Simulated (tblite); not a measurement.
# C4H11BO2 (isobutaneboronic acid): the cost of one run

Computed with tblite 0.8.0 and PySCF 2.14.0 and routines of our own; the level stands in each step. Atoms count from 0.

## 1. The starting structure

18 atoms, charge 0, multiplicity 1; geometry from: start built from the parent or by distance geometry.

## 2. Optimising the geometry with GFN2-xTB

What the job is given:

```
{"job": {"kind": "relax", "xc": "GFN2-xTB", "basis": "xTB"}, "charge": 0, "multiplicity": 1}
C     -1.597000     1.400000    -0.450800
C     -0.695300     0.408900     0.224600
C     -1.375600    -0.966000     0.371900
C      0.644800     0.306000    -0.548600
B      1.799100    -0.452600     0.308600
O      1.717200    -1.887600     0.540100
O      2.970400     0.310000     0.738100
H     -2.551300     1.518200     0.127000
H     -1.123800     2.400100    -0.490500
H     -1.856500     1.071800    -1.475000
H     -0.488200     0.780700     1.265700
H     -2.384900    -0.842300     0.870800
H     -1.570100    -1.403900    -0.618000
H     -0.786800    -1.661600     0.975400
H      1.013700     1.329100    -0.758900
H      0.488600    -0.235200    -1.472600
H      2.168200    -2.294800    -0.233000
H      3.610000     0.231800    -0.004900
```

The run is started by

```
> OMP_NUM_THREADS=1 python redox_run.py task.json out
```

This one command runs all jobs of the session in turn.

**Question.** How long does this first job take on 1 thread of AMD EPYC 7R43, shared host?

About 2.2 s.
